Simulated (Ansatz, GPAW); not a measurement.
## A script for NiSO (PBE in single-zeta orbitals)

These are simulated results from GPAW 26.7.0, not measurements. The cell was built from a prototype and was relaxed with r2SCAN in plane waves (Ansatz 0.2.0). It may be hypothetical. It is a single sheet, repeated along a and b, with vacuum along c. All runs are without spin polarisation, and a magnetic state may lie lower.

In-plane lattice: a = 3.414 Å, b = 3.414 Å, γ = 120.0°; thickness between the outer nuclei 1.69 Å. Ni has 3 O at 2.14 Å and 3 S at 2.15 Å; O has 1 S at 1.69 Å and 3 Ni at 2.14 Å; S has 1 O at 1.69 Å and 3 Ni at 2.15 Å.

The basis is minimal: single zeta, one radial function for each shell that the log's basis lists. It describes the filled bands fairly and the empty ones poorly.

run.py reads:

```python
import json
from ase import Atoms
from gpaw import GPAW, PW, FermiDirac

atoms = Atoms(['Ni', 'O', 'S'],
              cell=[[3.4144144, 0.0, 0.0], [-1.7072072, 2.95696961, 0.0], [0.0, 0.0, 29.0965856]],
              scaled_positions=[[0.333333333, 0.666666667, 0.309397712], [0.666666667, 0.333333333, 0.33837424], [0.666666667, 0.333333333, 0.280171978]],
              pbc=True)
calc = GPAW(mode='lcao', basis='sz(dzp)', h=0.2, xc='PBE', kpts={'size': (6, 6, 1), 'gamma': True},
            occupations=FermiDirac(0.02), maxiter=100, legacy_gpaw=True, txt='gpaw.txt')
atoms.calc = calc
res = {'energy': atoms.get_potential_energy(force_consistent=True)}
res['electrons'] = calc.get_number_of_electrons()
res['k'] = calc.get_ibz_k_points().tolist()
res['levels'] = [calc.get_eigenvalues(kpt=i).tolist() for i in range(len(res['k']))]
points = [[0.0, 0.0, 0.0], [0.5, 0.0, 0.0], [0.333333, 0.333333, 0.0], [-0.067708, 0.026042, 0.0], [0.1, 0.0, 0.0]]
bands = calc.fixed_density(kpts=points, symmetry='off', txt='bands.txt')
res['points'] = [bands.get_eigenvalues(kpt=i).tolist() for i in range(len(points))]
json.dump(res, open('results.json', 'w'))
print('free energy (eV):', round(res['energy'], 5))
```

Command: `python run.py`. It took 4.8 s on 1 thread of Arm Neoverse V2, on a shared host, peak memory 0.21 GiB.

The log gpaw.txt, trimmed of paths, versions and times, then the last line on the terminal. An iter line gives the energy in eV and the logarithms of the changes of orbitals (plane waves alone) and density (c: converged):

```
___ ___ ___ _ _ _
 |   |   |_  | | | |

 | | | | | . | | | |

 |__ |  _|___|_____|  26.7.0
 |___|_|

Input parameters:
  basis: sz(dzp)
  h: 0.2
  kpts: {gamma: True,
         size: (6, 6, 1)}
  maxiter: 100
  mode: lcao
  occupations: {fixmagmom: False,
                name: fermi-dirac,
                width: 0.02}
  xc: PBE

System changes: positions, numbers, cell, pbc, initial_charges, initial_magmoms

Initialize ...

species:
  Ni:
    name:    Nickel
    Z:       28.0
    valence: 16
    core:    12
    charge:  0.0  # [|e|]
    compensation charges:
      type: gauss
      rc: 0.36  # [Å]
      lmax: 2
    cutoffs:
      filter: 2.14  # [Å]
      core: 1.98  # [Å]
    projectors
    | kind |    occ | energy [eV] | rcut [Å] |

    |------|--------|-------------|----------|

    |   4s |  2.000 |      -5.642 |    1.164 |

    |   3p |  6.000 |     -71.394 |    1.207 |

    |   4p |  0.000 |      -1.226 |    1.207 |

    |   3d |  8.000 |      -8.875 |    1.138 |

    |    s |        |      21.570 |    1.164 |

    |    d |        |      18.337 |    1.138 |

    LCAO basis set for Ni:
      Name: sz(dzp)
      Number of radial functions: 4
      Number of spherical harmonics: 12
        l=0, rc=8.5156 Bohr: 4s-sz confined orbital
        l=1, rc=2.9375 Bohr: 3p-sz confined orbital
        l=1, rc=12.4062 Bohr: 4p-sz confined orbital
        l=2, rc=4.6875 Bohr: 3d-sz confined orbital
      Number of RI-basis functions 0

  O:
    name:    Oxygen
    Z:       8.0
    valence: 6
    core:    2
    charge:  0.0  # [|e|]
    compensation charges:
      type: gauss
      rc: 0.21  # [Å]
      lmax: 2
    cutoffs:
      filter: 1.17  # [Å]
      core: 0.83  # [Å]
    projectors
    | kind |    occ | energy [eV] | rcut [Å] |

    |------|--------|-------------|----------|

    |   2s |  2.000 |     -23.961 |    0.688 |

    |   2p |  4.000 |      -9.029 |    0.598 |

    |    s |        |       3.251 |    0.688 |

    |    p |        |      18.182 |    0.598 |

    |    d |        |       0.000 |    0.619 |

    LCAO basis set for O:
      Name: sz(dzp)
      Number of radial functions: 2
      Number of spherical harmonics: 4
        l=0, rc=4.3438 Bohr: 2s-sz confined orbital
        l=1, rc=5.3906 Bohr: 2p-sz confined orbital
      Number of RI-basis functions 0

  S:
    name:    Sulfur
    Z:       16.0
    valence: 6
    core:    10
    charge:  0.0  # [|e|]
    compensation charges:
      type: gauss
      rc: 0.24  # [Å]
      lmax: 2
    cutoffs:
      filter: 1.77  # [Å]
      core: 1.66  # [Å]
    projectors
    | kind |    occ | energy [eV] | rcut [Å] |

    |------|--------|-------------|----------|

    |   3s |  2.000 |     -17.254 |    0.974 |

    |   3p |  4.000 |      -7.008 |    0.979 |

    |    s |        |       9.957 |    0.974 |

    |    p |        |      20.203 |    0.979 |

    |    d |        |       0.000 |    0.900 |

    LCAO basis set for S:
      Name: sz(dzp)
      Number of radial functions: 2
      Number of spherical harmonics: 4
        l=0, rc=5.5156 Bohr: 3s-sz confined orbital
        l=1, rc=6.9375 Bohr: 3p-sz confined orbital
      Number of RI-basis functions 0

Reference energy: -54266.470646  # eV

Spin-paired calculation

Convergence criteria:
 Maximum [total energy] change in last 3 cyles: 0.0005 eV / valence electron
 Maximum integral of absolute [dens]ity change: 0.0001 electrons / valence electron
 Maximum integral of absolute [eigenst]ate change: 4e-08 eV^2 / valence electron
 Maximum number of scf [iter]ations: 100
 (Square brackets indicate name in SCF output, whereas a 'c' in
 the SCF output indicates the quantity has converged.)

Symmetries present (total): 6

  ( 1  1  0)  ( 1  0  0)  ( 0  1  0)  ( 0 -1  0)  (-1  0  0)  (-1 -1  0)
  ( 0 -1  0)  ( 0  1  0)  (-1 -1  0)  (-1  0  0)  ( 1  1  0)  ( 1  0  0)
  ( 0  0  1)  ( 0  0  1)  ( 0  0  1)  ( 0  0  1)  ( 0  0  1)  ( 0  0  1)

36 k-points: 6 x 6 x 1 Monkhorst-Pack grid + [1/12,1/12,0.000000]
7 k-points in the irreducible part of the Brillouin zone
       k-points in crystal coordinates                weights
   0:     0.00000000    0.00000000    0.00000000          1/36
   1:     0.16666667    0.00000000    0.00000000          6/36
   2:     0.33333333   -0.16666667    0.00000000          6/36
   3:     0.33333333    0.00000000    0.00000000          6/36
   4:     0.33333333    0.33333333    0.00000000          2/36
   5:     0.50000000    0.33333333    0.00000000         12/36
   6:     0.50000000    0.50000000    0.00000000          3/36

Wave functions: LCAO
  Diagonalizer: Serial LAPACK
  Atomic Correction: dense with blas
  Data-type: complex

Occupation numbers: Fermi-Dirac:
  width: 0.0200  # eV

Eigensolver
   LCAO using direct dense diagonalizer

Densities:
  Coarse grid: 16*16*144 grid
  Fine grid: 32*32*288 grid
  Total Charge: 0.000000

Density mixing:
  Method: separate
  Backend: msr1
  Linear mixing parameter: 0.05
  old densities: 10
  Width of damping distribution: 1.1
  Damping of long wavelength oscillations: 20

Hamiltonian:
  XC and Coulomb potentials evaluated on a 32*32*288 grid
  Using the PBE Exchange-Correlation functional
  Interpolation: tri-quintic (5. degree polynomial)
  Poisson solver: FastPoissonSolver using
    Stencil: 8*3+1=25 point O(h^6) finite-difference Laplacian
    FFT axes: [np.int64(0), np.int64(1), np.int64(2)]
    FST axes: []

XC parameters: PBE with 2 nearest neighbor stencil

Memory estimate:
  Process memory now: 143.96 MiB
  Calculator: 30.57 MiB
    Density: 19.97 MiB
      Arrays: 7.31 MiB
      Localized functions: 7.03 MiB
      Mixer: 5.62 MiB
    Hamiltonian: 5.33 MiB
      Arrays: 4.78 MiB
      XC: 0.00 MiB
      Poisson: 0.00 MiB
      vbar: 0.54 MiB
    Wavefunctions: 5.28 MiB
      C [qnM]: 0.04 MiB
      S, T [2 x qmm]: 0.09 MiB
      P [aqMi]: 0.01 MiB
      BasisFunctions: 5.15 MiB
      Eigensolver: 0.00 MiB

Total number of cores used: 1

Number of atoms: 3
Number of atomic orbitals: 20
Number of bands in calculation: 20
Number of valence electrons: 28
Bands to converge: occupied
Positions:
   0 Ni    -0.000000    1.971313    9.002417    ( 0.0000,  0.0000,  0.0000)
   1 O      1.707207    0.985657    9.845535    ( 0.0000,  0.0000,  0.0000)
   2 S      1.707207    0.985657    8.152048    ( 0.0000,  0.0000,  0.0000)

Unit cell:
           periodic     x           y           z      points  spacing
  1. axis:    yes    3.414414    0.000000    0.000000    16     0.1848
  2. axis:    yes   -1.707207    2.956970    0.000000    16     0.1848
  3. axis:    yes    0.000000    0.000000   29.096586   144     0.2021

  Lengths:   3.414414   3.414414  29.096586
  Angles:   90.000000  90.000000 120.000000

Effective grid spacing dv^(1/3) = 0.1997

iter:   1   -14.599168        c
iter:   2   -12.936007        c -1.14
iter:   3   -10.741207        c -1.22
iter:   4   -10.707415        c -1.47
iter:   5   -10.375963        c -1.76
iter:   6   -10.368437        c -2.24
iter:   7   -10.366163c       c -2.44
iter:   8   -10.366132c       c -3.50
iter:   9   -10.366090c       c -3.56
iter:  10   -10.366087c       c -4.09c

Converged after 10 iterations.

Energy contributions relative to reference atoms: (reference = -54266.470646)

Kinetic:       +112.550515
Potential:      -95.569418
External:        +0.000000
XC:             -27.845631
Entropy (-ST):   -0.000001
Local:           +0.498448
SIC:             +0.000000
--------------------------
Free energy:    -10.366087
Extrapolated:   -10.366087

Showing only first 2 kpts
 Kpt  Band  Eigenvalues  Occupancy
  0    12     -3.38522    2.00000
  0    13     -2.73125    1.99990
  0    14     -2.04271    0.00000
  0    15     -2.04144    0.00000

  1    12     -3.43414    2.00000
  1    13     -2.97479    2.00000
  1    14     -2.21209    0.00000
  1    15     -1.87107    0.00000

Fermi level: -2.53407

Gap: 0.431 eV
Transition (v -> c):
  (s=0, k=0, n=13, [0.00, 0.00, 0.00]) -> (s=0, k=2, n=14, [0.33, -0.17, 0.00])
Direct/indirect transitions are different
Direct gap: 0.689 eV
Transition at: (s=0, k=0, n=13, [0.00, 0.00, 0.00])

free energy (eV): -10.36609
```

The gap in the log is over the mesh alone; results.json adds the listed points. PBE in single-zeta orbitals gives a gap of 0.41 eV. On the same cell, plane-wave PBE (Ansatz, 12×12×1 k points and the special points) gives a gap of 0.42 eV and r2SCAN a gap of 0.30 eV; on shared hosts these took about 12 and 33 core-seconds on the 3-atom cell, against 4.8 for the script. Semilocal gaps usually lie below measured ones.
